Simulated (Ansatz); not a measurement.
**C9H10O: a ladder of functionals and wavefunction methods**

An exercise on one series of results from a longer session: the logs are not shown, and one member is left open.

Computed with Ansatz 0.2.0, Gaussian basis. Level: functionals in def2-TZVPP, the program's frozen cores in correlated methods.

The runs, in order: LDA (SPW92), PBE-D4, revPBE-D4, BLYP-D4, r2SCAN-D4, B97M-V, PBE0-D4, B3LYP-D4, r2SCANh-D4, r2SCAN0-D4, HSE06-D4, BHLYP-D4, CAM-B3LYP-D4, LC-ωPBE, ωB97X-V, ωB97M-V, B2PLYP, PBE-QIDH; CCSD(T)/def2-SVP; CCSD(T)/def2-TZVPP; MP2/def2-QZVPP; extrapolation to the limit; RPA on PBE.

1 further run of the same task is left out (it didn't finish).

### The geometry

The geometry comes from an earlier relaxation with PBE0-D4 in a triple-zeta def2 set; it is a stationary point, not always the lowest conformer.

SMILES `c1ccc2c(c1)CCOC2`, 20 atoms, charge 0, spin multiplicity 1.

Atoms are counted from 1 here; the program's logs count them from 0.

Bond lengths: C1–C2 1.389 Å, C1–C6 1.384 Å, C1–H11 1.084 Å, C2–C3 1.383 Å, C2–H12 1.084 Å, C3–C4 1.390 Å, C3–H13 1.086 Å, C4–C5 1.393 Å, C4–C10 1.505 Å, C5–C6 1.392 Å, C5–C7 1.502 Å, C6–H14 1.086 Å, C7–C8 1.515 Å, C7–H15 1.094 Å, C7–H16 1.096 Å, C8–O9 1.409 Å, C8–H17 1.101 Å, C8–H18 1.091 Å and more. Angles: C2–C1–C6 119.7°, C2–C1–H11 120.2°, C6–C1–H11 120.1°, C1–C2–C3 119.6°, C1–C2–H12 120.3°, C3–C2–H12 120.1°, C2–C3–C4 120.8°, C2–C3–H13 119.8°, C4–C3–H13 119.4°, C3–C4–C5 119.7°, C3–C4–C10 120.0°, C5–C4–C10 120.2°, C4–C5–C6 119.1°, C4–C5–C7 119.6°, C6–C5–C7 121.3°, C1–C6–C5 121.1°, C1–C6–H14 119.9°, C5–C6–H14 119.1° and more.

Set-up of the first run:

File in.yaml:

```yaml
crystal:
  periodic: [false, false, false]
  atoms:
    - {symbol: C, position_ang: [1.827639, 0.430202, 1.815914]}
    - {symbol: C, position_ang: [1.361830, -0.847181, 2.098195]}
    - {symbol: C, position_ang: [0.397426, -1.418091, 1.287157]}
    - {symbol: C, position_ang: [-0.109133, -0.730032, 0.190140]}
    - {symbol: C, position_ang: [0.353059, 0.552514, -0.094214]}
    - {symbol: C, position_ang: [1.322959, 1.119218, 0.727424]}
    - {symbol: C, position_ang: [-0.197128, 1.294058, -1.279219]}
    - {symbol: C, position_ang: [-1.504966, 0.679800, -1.733265]}
    - {symbol: O, position_ang: [-1.361331, -0.712040, -1.899091]}
    - {symbol: C, position_ang: [-1.172852, -1.359575, -0.668349]}
    - {symbol: H, position_ang: [2.582582, 0.887279, 2.445287]}
    - {symbol: H, position_ang: [1.752760, -1.396347, 2.947020]}
    - {symbol: H, position_ang: [0.033559, -2.418530, 1.502706]}
    - {symbol: H, position_ang: [1.682379, 2.119746, 0.506827]}
    - {symbol: H, position_ang: [-0.340879, 2.350476, -1.031835]}
    - {symbol: H, position_ang: [0.521831, 1.255089, -2.105320]}
    - {symbol: H, position_ang: [-2.300519, 0.891301, -1.001664]}
    - {symbol: H, position_ang: [-1.819366, 1.079448, -2.698912]}
    - {symbol: H, position_ang: [-2.123250, -1.383612, -0.108554]}
    - {symbol: H, position_ang: [-0.906610, -2.393714, -0.900256]}
basis:
  gaussian: {orbitals: def2-TZVPP}
hamiltonian: {xc: lda}
output: {orbitals: {seedname: orbitals}}
```

The run is started by

```
ansatz run in.yaml --threads 4 --pin off --events-out ev --progress --plain --max-ram 66560MiB --backend cuda --devices 0, --max-vram 37GiB
```

Steps of the session up to this table: LDA; PBE-D4 (GGA); revPBE-D4 (GGA); BLYP-D4 (GGA); r2SCAN-D4 (meta-GGA); B97M-V (meta-GGA); PBE0-D4 (hybrid); B3LYP-D4 (hybrid); r2SCANh-D4 (hybrid); r2SCAN0-D4 (hybrid); HSE06-D4 (hybrid); BHLYP-D4 (hybrid); CAM-B3LYP-D4 (range-separated); LC-ωPBE (range-separated); ωB97X-V (range-separated); ωB97M-V (range-separated); B2PLYP (double hybrid); PBE-QIDH (double hybrid).

One of the session's tables, all rows but one given; the rest of the session is left out.

It belongs to the step «Orbital energies across the functionals». 

| functional | HOMO (eV) | gap (eV) |
| --- | --- | --- |
| LDA (SPW92) | -5.95 | 4.51 |
| PBE-D4 | -5.80 | 4.61 |
| revPBE-D4 | -5.74 | 4.64 |
| BLYP-D4 | -5.70 | 4.66 |
| r2SCAN-D4 | -6.07 | 5.05 |
| B97M-V | -6.09 | 5.12 |
| PBE0-D4 | -6.93 | 6.63 |
| B3LYP-D4 | -6.72 | 6.23 |
| r2SCANh-D4 | ? | ? |
| r2SCAN0-D4 | -7.04 | 6.84 |
| HSE06-D4 | -6.54 | 5.86 |
| BHLYP-D4 | -7.73 | 8.43 |
| CAM-B3LYP-D4 | -8.13 | 8.89 |
| LC-ωPBE | -9.41 | 11.20 |
| ωB97X-V | -9.07 | 10.83 |
| ωB97M-V | -9.00 | 10.66 |

Estimate the missing values for r2SCANh-D4.

Worked estimate for «HOMO (eV)». Against the share of exact exchange, r2SCAN-D4 (0, -6.07), r2SCAN0-D4 (0.25, -7.04) give a slope of -3.88 per unit share; at 0.1 the line stands at -6.46.

**Answer.** HOMO (eV): -6.48; gap (eV): 5.79. In «HOMO (eV)» the line misses by +0.02.
